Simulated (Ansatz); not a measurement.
Write a Python script for Ansatz 0.2.0, Python API that makes a single point in a Gaussian basis of CH7NSSeSi, SMILES CS[SiH](N)[SeH]. Level of theory: BLYP, 6-31G* basis, multiplicity 1.

The script reads `ch7nssesi.xyz`:
```text
12

C     1.77240    0.67000    0.03170
S     1.32090   -0.61140   -1.17890
Si   -0.77600   -0.62910   -0.67630
N    -0.98700   -0.96730    1.06800
Se   -1.74180    1.37280   -1.19500
H     1.26660    1.62600   -0.21390
H     1.50060    0.34790    1.05830
H     2.86900    0.83090   -0.00950
H    -1.43660   -1.68630   -1.45610
H    -2.01480   -1.04040    1.23790
H    -0.58430   -1.91520    1.24130
H    -1.18890    2.00210    0.09250
```

`energy.py`
```python
"""Electronic structure of the CH7NSSeSi molecule."""

import ansatz


def main() -> None:
    molecule = ansatz.Crystal.molecule_from_extxyz("ch7nssesi.xyz")

    calculation = molecule.calculation()
    calculation = calculation.basis(gaussian="6-31G*").functional("blyp")
    trace = []
    out = calculation.session().plan().execute(on_event=trace.append)
    data = out.report
    for event in trace:
        if event["event"] == "mean_field_evaluation" and event["data"]["evaluation"] <= 25:
            print("pass {evaluation:3d}  E = {energy_ev:.6f} eV  gradient {gradient_ev:.1e}".format(**event["data"]))

    for key in ("converged", "free_energy_ev", "reference_energy_ev", "n_frozen", "n_occupied", "n_virtual"):
        print(f"{key:22s} {data[key]}")

    field = data["mean_field"]
    print("<S^2> =", round(abs(field["state"]["spin_squared"]), 4), " all-electron relativity setting:", field["relativity"])
    print("passes:", field["passes"])
    if "symmetry" in field:
        print("occupied orbitals by irrep:", field["symmetry"]["occupied"])


if __name__ == "__main__":
    main()
```

```console
$ python energy.py
pass   1  E = -86684.629444 eV  gradient 7.4e+01
pass   2  E = -86619.570876 eV  gradient 1.5e+02
pass   3  E = -86691.628620 eV  gradient 3.7e+01
pass   4  E = -86695.519406 eV  gradient 1.5e+01
pass   5  E = -86696.009357 eV  gradient 6.2e+00
pass   6  E = -86696.094590 eV  gradient 1.7e+00
pass   7  E = -86696.103492 eV  gradient 4.6e-01
pass   8  E = -86696.103608 eV  gradient 8.8e-02
pass   9  E = -86695.989751 eV  gradient 3.6e-01
pass  10  E = -86695.989886 eV  gradient 7.7e-02
pass  11  E = -86695.989895 eV  gradient 4.9e-02
pass  12  E = -86695.989902 eV  gradient 1.2e-02
pass  13  E = -86695.989902 eV  gradient 2.4e-03
pass  14  E = -86695.989902 eV  gradient 7.7e-04
pass  15  E = -86695.989902 eV  gradient 3.6e-04
pass  16  E = -86695.989902 eV  gradient 3.7e-04
pass  17  E = -86695.989902 eV  gradient 6.4e-05
pass  18  E = -86695.989902 eV  gradient 6.4e-05
converged              True
free_energy_ev         -86695.9902500086
reference_energy_ev    -86695.9902500086
n_frozen               0
n_occupied             [42, 42]
n_virtual              [75, 75]
<S^2> = 0.0  all-electron relativity setting: none
passes: {'evaluations': 17, 'products': 12}
occupied orbitals by irrep: [{'A': 42}, {'A': 42}]
```

Reading the output:
- Total energies depend on the basis set; only differences at equal settings carry meaning.
- The geometry is a force-field or estimated start, not a minimum of this method, and the basis set is short of its limit.
- Early passes use coarser integrals and grids, so their energies can't be compared with the last.
- Run time: 4.8 s on 1 thread of Arm Neoverse V1, on a shared host, peak memory 0.23 GiB.
